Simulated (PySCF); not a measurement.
# C6H5OPS: the cost of one run

Programs: PySCF 2.14.0, with routines of our own; each step states its level. All values are computed. Atoms count from 0.

### Step 1. The system as given

14 atoms, charge 0, multiplicity 1; geometry from: GFN2-xTB.

### Step 2. Magnetic properties: GIAO KT3/pcSseg-1

Job settings and geometry (Å):

```
{"job": {"kind": "mag", "xc": "KT3", "basis": "pcSseg-1", "isotopologues": 0}, "charge": 0, "multiplicity": 1}
C     -0.526293     3.271387     0.009645
C      0.028339     2.211275    -0.094838
C      0.716655     0.989345    -0.227570
P      2.440177     0.931166    -0.675787
C      2.491513    -0.765863    -0.623143
S      1.064439    -1.634238    -0.215724
C      0.088008    -0.213660    -0.016902
O     -1.207835    -0.298693     0.325316
C     -1.744749    -1.585040     0.515621
H     -1.019394     4.191882     0.103180
H      3.362021    -1.362282    -0.826974
H     -2.788767    -1.439476     0.784489
H     -1.678652    -2.180903    -0.401054
H     -1.226140    -2.115374     1.321575
```

Method: GIAO KT3/pcSseg-1 magnetisability, rotational g tensor and spin-rotation constants, non-relativistic, gas phase.

Run with:

```
$ OMP_NUM_THREADS=1 python excited_run.py task.json out
```

The driver reads the jobs from task.json and runs them one after another.

**Question.** How long does this first job take on 1 thread of Intel Xeon Platinum 8488C, shared host, and how much memory does it need?

About 46 s, with a peak of 0.69 GiB.
